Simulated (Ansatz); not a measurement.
**CH₈BInSi: a ladder of functionals and wavefunction methods**

Aim: compute CH₈BInSi with functionals from several rungs and with coupled cluster. The yardstick is the atomisation energy at the CCSD(T) limit.

Program: Ansatz 0.2.0, Gaussian basis. Level of theory: functionals in def2-TZVPP, the program's frozen cores in correlated methods. These are calculated values, not measurements.

Levels to be run: PBE-D4, r2SCAN-D4, PBE0-D4, B3LYP-D4, ωB97X-V, ωB97M-V, B2PLYP; CCSD(T)/def2-TZVPP; MP2/def2-QZVPP; extrapolation to the limit.

### Step 1. The geometry

An earlier PBE0-D4 in a triple-zeta def2 set relaxation fixed the geometry. In takes the def2 core potential; no spin-orbit term is included.

SMILES `[SiH3]B[CH2][InH2]`, 12 atoms, charge 0, spin multiplicity 1.

Atoms are counted from 1 here; the program's logs count them from 0.

Bond lengths: Si1–B2 2.021 Å, Si1–H5 1.541 Å, Si1–H6 1.488 Å, Si1–H7 1.485 Å, B2–C3 1.483 Å, B2–H8 1.199 Å, C3–In4 2.331 Å, C3–H9 1.090 Å, C3–H10 1.090 Å, In4–H11 1.711 Å, In4–H12 1.712 Å. Angles: B2–Si1–H5 103.9°, B2–Si1–H6 116.5°, B2–Si1–H7 118.8°, H5–Si1–H6 102.1°, H5–Si1–H7 103.1°, H6–Si1–H7 109.8°, Si1–B2–C3 116.6°, Si1–B2–H8 120.2°, C3–B2–H8 121.7°, B2–C3–In4 81.0°, B2–C3–H9 123.2°, B2–C3–H10 121.9°, In4–C3–H9 95.7°, In4–C3–H10 110.0°, H9–C3–H10 112.5°, C3–In4–H11 124.2°, C3–In4–H12 106.3°, H11–In4–H12 128.0°.

### Step 2. PBE-D4 (GGA)

File in.yaml:

```yaml
crystal:
  periodic: [false, false, false]
  atoms:
    - {symbol: Si, position_ang: [-0.870945, 1.439674, -0.081450]}
    - {symbol: B, position_ang: [-0.974033, -0.551376, -0.409466]}
    - {symbol: C, position_ang: [0.201087, -1.178759, -1.061310]}
    - {symbol: In, position_ang: [1.180657, -0.590323, 0.970237]}
    - {symbol: H, position_ang: [0.367748, 1.601756, 0.821562]}
    - {symbol: H, position_ang: [-0.516516, 2.287867, -1.251794]}
    - {symbol: H, position_ang: [-1.948722, 2.092026, 0.705149]}
    - {symbol: H, position_ang: [-1.825380, -1.207042, 0.121578]}
    - {symbol: H, position_ang: [0.903152, -0.625720, -1.685040]}
    - {symbol: H, position_ang: [0.271060, -2.256481, -1.209953]}
    - {symbol: H, position_ang: [0.496734, -0.931559, 2.501476]}
    - {symbol: H, position_ang: [2.792158, -0.134963, 0.613210]}
basis:
  gaussian: {orbitals: def2-TZVPP}
hamiltonian: {xc: pbe, dispersion: d4}
output: {forces: true, orbitals: {seedname: orbitals}}
```

Run with:

```console
ansatz run in.yaml --threads 4 --pin off --events-out ev --progress --plain --max-ram 10444MiB
```

After this run come: r2SCAN-D4 (meta-GGA); PBE0-D4 (hybrid); B3LYP-D4 (hybrid); ωB97X-V (range-separated); ωB97M-V (range-separated); B2PLYP (double hybrid); CCSD(T) in def2-TZVPP; MP2 in def2-QZVPP.

**Question.** What will the summary of the whole plan be? Wanted: atomisation energy, CCSD(T)/CBS; farthest; mean size of error, hybrid; mean size of error, range-separated; gap, smallest and largest; T1 diagnostic; triples share of the correlation energy.

The runs gave:

| quantity | value |
| --- | --- |
| atomisation energy, CCSD(T)/CBS | 869.9 kcal/mol |
| functionals within 8.7 kcal/mol (1.0 %) | PBE-D4, r2SCAN-D4, PBE0-D4, B3LYP-D4, ωB97X-V, ωB97M-V |
| farthest | B2PLYP (-15.7 kcal/mol) |
| mean size of error, hybrid | 4.3 kcal/mol |
| mean size of error, range-separated | 2.5 kcal/mol |
| gap, smallest and largest | 4.22 eV (PBE-D4), 10.13 eV (ωB97X-V) |
| T1 diagnostic | 0.0142 |
| triples share of the correlation energy | 3.6 % |

What this shows: PBE-D4 misses by -1.1 kcal/mol. Double hybrids carry the basis error of their MP2 part in triple zeta, and no dispersion term here, so their miss is partly the set-up's. Misses under about 8.7 kcal/mol are within the doubt on the reference itself, which lacks core-valence correlation, spin-orbit coupling and higher excitations, and its outer-core shells are covered unevenly. All levels share the lack of spin-orbit coupling, which lowers the free heavy atoms and so the true binding. Hartree-Fock recovers 75 % of the binding; the rest is correlation. Orbital gaps span 4.2 to 10.1 eV; exact exchange widens them. Correlated methods include outer-core shells of In, which these sets cover unevenly.
